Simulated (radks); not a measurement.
**Si⁴⁻ held by a Watson sphere**

An exercise on one series of results from a longer session: the logs are not shown, and one member is left open.

The numbers are computed with radks (a radial shooting solver on a logarithmic mesh, Libxc functionals) version 1 (non-relativistic Kohn-Sham, LDA (Slater exchange, Perdew-Wang correlation), spin-unpolarised, spherical densities, point nucleus), except any that are marked as measured or tabulated.

## What is computed

| Quantity | Value |
| --- | --- |
| element | silicon (Z = 14) |
| charge | -4 |
| electrons | 18 |
| configuration | [Ar] |

The outer shells:

Si⁴⁻
```
[Ne] core
3s [↑↓]
3p [↑↓][↑↓][↑↓]
```

Set-up of the first run:

Input:

```text
Z 14
configuration [Ar]
relativity non-relativistic
functional lda,pw
spin unpolarised
nucleus point
watson charge 4 radius 1.85 bohr
response adiabatic LDA kernel
```

Among the steps run: R = 1.85 bohr; R = 1.9 bohr; R = 2.73 bohr; R = 3.43 bohr; R = 3.46 bohr; R = 3.56 bohr; R = 3.57 bohr.

One table of the session follows, with a row left open; its other results are not shown here.

| R (bohr) | highest level (eV) | its <r> (bohr) | sum of <r²> (bohr²) | α (bohr³) |
| --- | --- | --- | --- | --- |
| 1.85 | -8.280 | 2.313 | 49.75 | 30.25 |
| 1.9 | -8.192 | 2.339 | 50.72 | 31.29 |
| 2.73 | -6.598 | 2.786 | 69.24 | 57.82 |
| 3.43 | ? | ? | ? | ? |
| 3.46 | -5.332 | 3.190 | 88.38 | 101.1 |
| 3.56 | -5.180 | 3.245 | 91.18 | 109.0 |
| 3.57 | -5.165 | 3.251 | 91.47 | 109.8 |

Q: Estimate the row for R (bohr) = 3.43 from the others.

Worked estimate for «highest level (eV)». A straight line through the neighbours (2.73, -6.598) and (3.46, -5.332) gives -6.598 + (-5.332 + 6.598) × (3.43 − 2.73) / (3.46 − 2.73) = -5.384; a parabola fitted to 4 rows on both sides gives -5.387.

As computed: highest level (eV): -5.379; its <r> (bohr): 3.173; sum of <r²> (bohr²): 87.54; α (bohr³): 98.78. In «highest level (eV)» the line misses by -0.005 and the parabola by -0.008.

What this shows: From R = 1.85 to 3.57 bohr the top level moves from -8.280 to -5.165 eV and its mean radius from 2.31 to 3.25 bohr. A wider sphere makes a shallower well, so the ion swells. Response by self-consistent Sternheimer equations with the Hartree and adiabatic LDA kernel.
